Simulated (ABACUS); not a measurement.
A run of ABACUS 3.10.1 is set up as follows.

File INPUT:

```
INPUT_PARAMETERS
suffix              DyAgB4F16
calculation         scf
basis_type          lcao
pseudo_dir          ./
orbital_dir         ./
symmetry            1
dft_functional      pbe
ecutwfc             100
pseudo_rcut         10
nspin               1
nbands              93
ks_solver           genelpa
smearing_method     fd
smearing_sigma      0.00367493
scf_thr             1e-07
scf_nmax            100
mixing_type         broyden
mixing_beta         0.7
cal_force           1
cal_stress          1
out_mul             1
```

STRU

```
ATOMIC_SPECIES
Dy 162.5000 Dy.upf
Ag 107.8682 Ag.upf
B 10.8100 B.upf
F 18.9984 F.upf

NUMERICAL_ORBITAL
Dy_confined-atom_8au_3s2p2d1f.orb
Ag_confined-atom_7au_3s2p2d1f.orb
B_confined-atom_7au_2s2p1d.orb
F_confined-atom_6au_2s2p1d.orb

LATTICE_CONSTANT
1.8897261246

LATTICE_VECTORS
5.4049645461 -0.1257913478 -0.0371684747
0.1495212002 6.8678640675 0.1302508329
0.5137023000 1.2211233000 9.1383409000

ATOMIC_POSITIONS
Direct

Dy
0.0
1
0.5192600000 0.0275200000 0.4723800000 1 1 1

Ag
0.0
1
0.0030800000 0.9624700000 0.9868400000 1 1 1

B
0.0
4
0.9811900000 0.2151300000 0.3195900000 1 1 1
0.5517800000 0.2268800000 0.7993000000 1 1 1
0.4733700000 0.8134700000 0.2248100000 1 1 1
0.9948600000 0.7388200000 0.6627200000 1 1 1

F
0.0
16
0.1967400000 0.2406300000 0.3980900000 1 1 1
0.9178100000 0.0073000000 0.3501200000 1 1 1
0.0158600000 0.2805800000 0.1789600000 1 1 1
0.7716200000 0.3023900000 0.3844900000 1 1 1
0.4761400000 0.4101300000 0.8152200000 1 1 1
0.8073300000 0.1978500000 0.8115500000 1 1 1
0.4209300000 0.0742300000 0.8875400000 1 1 1
0.5016300000 0.1984200000 0.6473300000 1 1 1
0.2548100000 0.7542000000 0.1764500000 1 1 1
0.4671800000 0.0264000000 0.2292800000 1 1 1
0.4926700000 0.7381600000 0.3764800000 1 1 1
0.6804700000 0.7664400000 0.1483500000 1 1 1
0.0044300000 0.5747800000 0.6020000000 1 1 1
0.1981100000 0.8767200000 0.5992800000 1 1 1
0.0041900000 0.7167900000 0.8076400000 1 1 1
0.7665500000 0.8507100000 0.6215800000 1 1 1
```

Contents of KPT:

```
K_POINTS
0
Gamma
4 3 2 0 0 0
```

Potentials or basis: PseudoDojo NC SR 0.4.1 PBE standard, lanthanides 3+ (f in core), DZP LCAO (the cutoffs set its grid).

The run is started by

```bash
$ OMP_NUM_THREADS=1 mpirun -np 8 abacus > log
```

Q: What does it give for the band gap on the k mesh?

A: 4.38 eV, indirect (least direct gap 4.40 eV).

Q: What does it give for the largest force?

A: 2.768 eV/Å.

Q: What does it give for the Mulliken charges?

A: Dy +1.89; Ag +0.71; B +0.01, +0.02, +0.04; F -0.17, -0.22, -0.09, -0.14, -0.18, -0.23, -0.20, -0.13, -0.11, -0.21, -0.10 e.

Forces on the atoms (eV/Å):
```
Dy   0.099 -0.135 -0.314
Ag  -0.006  0.075  0.068
B   -0.241 -0.516  1.350
B    0.132 -0.057  0.063
B   -0.062  0.297 -0.058
B   -0.108  0.600 -1.270
F    0.760  0.304  0.713
F   -0.103 -0.620  0.044
F    0.202  0.487 -2.717
F   -0.616  0.498  0.494
F   -0.256  1.101  0.297
F    0.852 -0.036  0.089
F   -0.422 -0.676  0.793
F   -0.282  0.130 -0.844
F   -1.067 -0.397 -0.537
F   -0.075  0.679 -0.308
F    0.152 -0.440  1.403
F    0.967 -0.464 -0.880
F   -0.034 -1.382 -0.895
F    0.307  0.332 -0.208
F    0.231  0.014  2.711
F   -0.428  0.204  0.008
```

Caveat: the atomic orbitals were generated for these runs and aren't a published set; spin-orbit coupling is left out, which moves the levels of the heavy elements; an odd mesh through Γ misses points on the zone boundary, where band edges often lie; the 4f electrons are frozen in the core as for a trivalent ion, so they carry no moment and show no levels; the basis of atomic orbitals isn't converged, which shifts pressures, moduli and gaps; forces of over 1 eV/Å show positions far from the minimum, so gaps and moduli don't describe the material at rest.
